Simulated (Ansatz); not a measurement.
Run this with the Ansatz DFT code, driven from Python and show what comes out.

`brclgeh2o_tae.py`
```python
"""Atomisation energy of BrClGeH2O at the given geometry."""

from collections import Counter

import ansatz as az


def total_energy(molecule, charge=0, unpaired=0):
    calc = (
        molecule.calculation()
        .basis(gaussian="cc-pVDZ")
        .functional("hf")
        .accuracy("medium")
    )
    if charge:
        calc = calc.charge(charge)
    if unpaired:
        calc = calc.spin("collinear", total=unpaired)
    return calc.run(threads=1).report["free_energy_ev"]


def main() -> None:
    geometry_ang = [
        ("O", [-1.2159, 0.5851, 0.5108]),
        ("Ge", [0.3219, 0.0321, -0.0657]),
        ("Cl", [1.8495, 0.8004, 1.2179]),
        ("Br", [0.4207, -2.2817, -0.0178]),
        ("H", [-1.9096, 0.2616, -0.1752]),
        ("H", [0.5755, 0.5385, -1.5162]),
    ]
    system = az.Crystal.molecule()
    for symbol, xyz in geometry_ang:
        system = system.atom(symbol, xyz)

    # unpaired electrons of the ground-state atoms
    unpaired = {"O": 2, "Ge": 2, "Cl": 1, "Br": 1, "H": 1}
    counts = Counter(site.symbol for site in system.cartesian_sites)
    atom_energy = {s: total_energy(az.Crystal.molecule().atom(s, (0, 0, 0)), 0, unpaired[s]) for s in counts}
    whole = total_energy(system, 0, 0)
    for s, e in atom_energy.items():
        print(f"{s:2s} x{counts[s]}  {e:14.5f} eV")
    print(f"BrClGeH2O: {whole:.5f} eV")
    split = sum(counts[s] * e for s, e in atom_energy.items()) - whole
    print(f"atomisation energy (no zero-point term): {23.060548 * split:.1f} kcal/mol, {split / sum(counts.values()):.3f} eV an atom")


if __name__ == "__main__":
    main()
```

Running `python brclgeh2o_tae.py` prints:
```text
O  x1     -2035.19852 eV
Ge x1    -56471.56286 eV
Cl x1    -12502.84675 eV
Br x1    -69997.70939 eV
H  x2       -13.58606 eV
BrClGeH2O: -141046.41179 eV
atomisation energy (no zero-point term): 274.9 kcal/mol, 1.987 eV an atom
```

274.9 kcal/mol from the electronic energies, without the zero-point term.

Caveats:
- The settings weren't tested for convergence.
- The geometry is a force-field or estimated start, not a minimum of this method, and the basis set is short of its limit. All parts are taken at fixed geometry, without zero-point energy.
- Hartree-Fock leaves correlation out, so bond, atomisation and ionisation energies come out well too low.
- For Al to Cl the sets with a tight d function, cc-pV(X+d)Z, are usual.
- The spin-orbit lowering of heavy atoms is left out.
- Finished in 3.3 s on 1 thread of Arm Neoverse V2 (shared host), peak memory 0.29 GiB.
